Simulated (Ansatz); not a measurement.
# Tl (diamond type): how the settings move a single-point run

Question: which choices in the input matter for Tl (diamond type)?

Method: reference: DFT, PBEsol, all-electron PAW with datasets made for the crystal, scalar-relativistic, in Ansatz 0.2.0.

## 1. The system as given

The structure is cubic, space group Fd-3m (No. 227). The conventional cell has a = 6.878 Å, b = 6.878 Å, c = 6.878 Å, α = 90.00°, β = 90.00°, γ = 90.00°. Tl (site symmetry -43m) has 4 Tl at 2.98 Å as nearest neighbours.

Coordinates:

```xyz
2
Lattice="0.0000 3.4389 3.4389 3.4389 0.0000 3.4389 3.4389 3.4389 0.0000" Properties=species:S:1:pos:R:3 pbc="T T T"
Tl   -0.8597   -0.8597   -0.8597
Tl    0.8597    0.8597    0.8597
```

## 2. Reference

The input, input.yaml:

```yaml
crystal:
  lattice:
    - [0.0, 3.438884625, 3.438884625]
    - [3.438884625, 0.0, 3.438884625]
    - [3.438884625, 3.438884625, 0.0]
  atoms:
    - { symbol: Tl, position: [-0.125, -0.125, -0.125] }
    - { symbol: Tl, position: [0.125, 0.125, 0.125] }
kpoints:
  mp_grid: { grid: [10, 10, 10] }
scf:
  occupations: { method: fermi_dirac, width: 0.1 }
hamiltonian:
  xc: pbesol
  pseudopotentials: { kind: all_electron, datasets: crystal }
output:
  forces: true
  stress: true
  eigenvalues: true
```

Started as:

```sh
$ ansatz run input.yaml --threads 1 --pin off --max-ram 2048MiB --backend cpu --events-out ev --progress --plain --runs-dir out
```

## 3. Changing settings: occupations.method tetrahedron, lower_state_search full, width left out

input.yaml, as its differences from that of step 2:

```diff
@@ -11,3 +11,4 @@
 scf:
-  occupations: { method: fermi_dirac, width: 0.1 }
+  occupations: { method: tetrahedron }
+  lower_state_search: full
 hamiltonian:
```

What does the calculation give? Wanted: for each run, ending; energy change; pressure; gap; force.

The runs gave:

| run | ending | energy change | pressure (GPa) | gap (eV) | force (eV/Å) | cycles | time |
| --- | --- | --- | --- | --- | --- | --- | --- |
| reference | converged | 0 | 0.0 | 0.00 | 0.00 | 7 | 7.6 s |
| 1: occupations.method tetrahedron, lower_state_search full, width left out | converged | -1.1 meV/atom (σ→0) | 0.0 | 0.00 | 0.00 | 8 | 7.8 s |

Residual by cycle in the longest SCF loop of each run; runs are numbered as in the table. The quantity is the density residual dr2, in eV.

| cycle | reference | run 1 |
| --- | --- | --- |
| 1 | 0.208 | 0.209 |
| 2 | 0.0349 | 0.076 |
| 3 | 0.00121 | 0.00124 |
| 4 | 1.6e-4 | 3.2e-4 |
| 5 | 6.8e-6 | 9.1e-6 |
| 6 | 1.1e-6 | 1.3e-6 |
| 7 | 4.6e-8 | 1.8e-7 |
| 8 | - | 2.9e-8 |

Changing the smearing and search for lower states moves the energy by -1.1 meV/atom (σ→0 values). Cost: 8 SCF cycles against 7.
